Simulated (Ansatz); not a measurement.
# UBHLYP/def2-SVP (core potential) run of SnH2ClO2 (SMILES [OH][Sn]([OH])[Cl])

What is the energy change on altering one bond length of SnH2ClO2 at UBHLYP/def2-SVP (core potential)? 

Program for the calculation: Ansatz 0.2.0.

63 further runs of the same task are left out: 63 set aside as unsound or not needed.

## 1. Starting point

SnH2ClO2: 6 atoms, total charge 0, spin state doublet. As SMILES, `[OH][Sn]([OH])[Cl]`. Geometry: relaxed at PBE0-D4/def2-TZVP. This is one conformer, not always the lowest.

Bond lengths: O1–Sn2 1.969 Å, Sn2–O3 1.960 Å, Sn2–Cl4 2.349 Å, O1–H5 0.962 Å, O3–H6 0.964 Å. Angles: O1–Sn2–O3 101.9°, O1–Sn2–Cl4 109.1°, O3–Sn2–Cl4 108.0°, Sn2–O1–H5 114.3°, Sn2–O3–H6 110.7°.

## 2. The energy at UBHLYP/def2-SVP (core potential)

run.yaml

```yaml
crystal:
  periodic: [false, false, false]
  atoms:
    - {symbol: O, position_ang: [-0.447400, 1.400500, -0.158300]}
    - {symbol: Sn, position_ang: [0.371800, -0.318200, -0.659700]}
    - {symbol: O, position_ang: [1.256500, -0.847900, 1.007700]}
    - {symbol: Cl, position_ang: [-1.328200, -1.877100, -1.106600]}
    - {symbol: H, position_ang: [-1.182700, 1.666400, -0.718500]}
    - {symbol: H, position_ang: [1.372100, -0.087800, 1.589200]}
basis:
  gaussian:
    orbitals: def2-SVP
magnetization:
  spin_polarized: true
  initial_magnetization: 1
hamiltonian:
  xc: {name: BHLYP}
accuracy: high
output: {orbitals: {seedname: orbitals}}
```

Command:

```bash
ansatz run run.yaml --threads 1 --pin off --max-ram 3480MiB --events-out events.jsonl --progress --plain --runs-dir runs
```

What it wrote:

```text
Warning: RAYON_NUM_THREADS=1 ignored (pool sized by the plan → 1); use --threads N
Functional definition: BHLYP
  name "BHLYP"
  parameter a = 0.5
  exchange = (1 - a)*b88_x + a*exact_x
  correlation = lyp_c
1801 factors; integrals over basis functions are off by at most 3.3e-9 eV
mean field evaluation 1: about -22462.6670 eV, gradient 4.5e1 eV
mean field evaluation 2: about -22452.6928 eV, gradient 6.7e1 eV
mean field evaluation 4: about -22470.4185 eV, gradient 1.7e0 eV
mean field evaluation 8: about -22470.5215 eV, gradient 1.6e-1 eV
mean field evaluation 16: about -22470.5218 eV, gradient 5.9e-4 eV
mean field -22470.52183883 eV, -825.7764465103 hartree, gradient 7.2e-8 eV, S^2 0.758458; 0 other end points of the search recorded, 0 dependent functions left out
reference -22470.52186374 eV, -825.7764474257 hartree; 29, 28 occupied and 53, 54 virtual orbitals, 1801 factors
Total energy: -22470.52186374 eV, -825.7764474257 hartree
```

Wall time 13 s (1 thread of Arm Neoverse V2, shared host); peak memory 0.42 GiB.

## 3. The distorted shape at the same level

run.yaml

```yaml
crystal:
  periodic: [false, false, false]
  atoms:
    - {symbol: O, position_ang: [-0.580124, 1.479967, -0.408447]}
    - {symbol: Sn, position_ang: [0.239076, -0.238733, -0.909847]}
    - {symbol: O, position_ang: [1.256500, -0.847900, 1.007700]}
    - {symbol: Cl, position_ang: [-1.460924, -1.797633, -1.356747]}
    - {symbol: H, position_ang: [-1.315424, 1.745867, -0.968647]}
    - {symbol: H, position_ang: [1.372100, -0.087800, 1.589200]}
basis:
  gaussian:
    orbitals: def2-SVP
magnetization:
  spin_polarized: true
  initial_magnetization: 1
hamiltonian:
  xc: {name: BHLYP}
accuracy: high
output: {orbitals: {seedname: orbitals}}
```

Command:

```bash
ansatz run run.yaml --threads 1 --pin off --max-ram 3480MiB --events-out events.jsonl --progress --plain --runs-dir runs
```

What it wrote:

```text
Warning: RAYON_NUM_THREADS=1 ignored (pool sized by the plan → 1); use --threads N
Functional definition: BHLYP
  name "BHLYP"
  parameter a = 0.5
  exchange = (1 - a)*b88_x + a*exact_x
  correlation = lyp_c
1785 factors; integrals over basis functions are off by at most 3.5e-9 eV
mean field evaluation 1: about -22461.0608 eV, gradient 4.7e1 eV
mean field evaluation 2: about -22433.1218 eV, gradient 8.9e1 eV
mean field evaluation 4: about -22469.7068 eV, gradient 6.4e0 eV
mean field evaluation 8: about -22470.0007 eV, gradient 5.6e-1 eV
mean field evaluation 16: about -22470.0109 eV, gradient 3.3e-3 eV
mean field evaluation 32: about -22470.0109 eV, gradient 3.7e-7 eV
mean field -22470.01089304 eV, -825.7576695987 hartree, gradient 3.0e-8 eV, S^2 0.776710; 0 other end points of the search recorded, 0 dependent functions left out
reference -22470.01091844 eV, -825.7576705324 hartree; 29, 28 occupied and 53, 54 virtual orbitals, 1785 factors
Total energy: -22470.01091844 eV, -825.7576705324 hartree
```

Run time: 14 s. Hardware: 1 thread of Arm Neoverse V2, shared host; peak memory 0.41 GiB.

## 4. What came out

At UBHLYP/def2-SVP (core potential):

| quantity | value |
| --- | --- |
| first shape: total energy | -825.77645 Eh |
| first shape: HOMO energy (highest over α and β) | -8.06 eV |
| first shape: LUMO energy (lowest over α and β) | -3.37 eV |
| first shape: ⟨S²⟩ | 0.758 |
| distorted shape: total energy | -825.75767 Eh |
| distorted shape: HOMO energy (highest over α and β) | -8.39 eV |
| distorted shape: LUMO energy (lowest over α and β) | -3.67 eV |
| distorted shape: ⟨S²⟩ | 0.777 |
| energy change with the Sn2–O3 bond stretched from 1.960 to 2.255 Å | 0.511 eV |

**Reading.** With the Sn2–O3 bond stretched from 1.960 to 2.255 Å the energy rises by 0.51 eV (49.3 kJ/mol). The first shape isn't relaxed at this level, so the change isn't measured from a minimum.
